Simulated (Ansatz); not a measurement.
MnCoGe:

```
Ge Co Mn
1.0
     4.09114    0.00000    0.00000
    -2.04557    3.54303    0.00000
     0.00000    0.00000    5.14388
Ge Co Mn
2 2 2
Direct
  0.33333 0.66667 0.25000
  0.66667 0.33333 0.75000
  0.66667 0.33333 0.25000
  0.33333 0.66667 0.75000
  0.00000 0.00000 0.50000
  0.00000 0.00000 0.00000
```

The cell is a database's computed one.

Base run:

```yaml
Program: Ansatz 0.2.0
Functional: PBEsol
Potentials_or_basis: PseudoDojo stringent (PBEsol files)
Cutoff: 1769 eV
Density_cutoff: 7075 eV
k_mesh: 8 × 8 × 5
Occupations: fermi-dirac, width 0.05 eV
Spin: collinear spin, ferromagnetic start
Starting_moments: "[0.0, 0.0, 2.0, 2.0, 4.0, 4.0] μB"
```

Its results: band gap on the k mesh none (metal or under the smearing width); pressure -9.8 GPa; net moment 6.03 μB per cell; site moments Ge -0.06; Co +0.43; Mn +2.60 μB.

Q: The run is repeated on the same cell with these changes: potentials or basis from PseudoDojo stringent (PBEsol files) to JTH PAW; cutoff from 1769 eV to 1320 eV; density cutoff from 7075 eV to 5280 eV; valence electrons from 108 to 92. What comes out?

A: Band gap on the k mesh none (metal or under the smearing width); pressure -8.9 GPa; net moment 6.13 μB per cell; site moments Ge -0.06; Co +0.45; Mn +2.65 μB.

Not every run made on this cell is shown here.
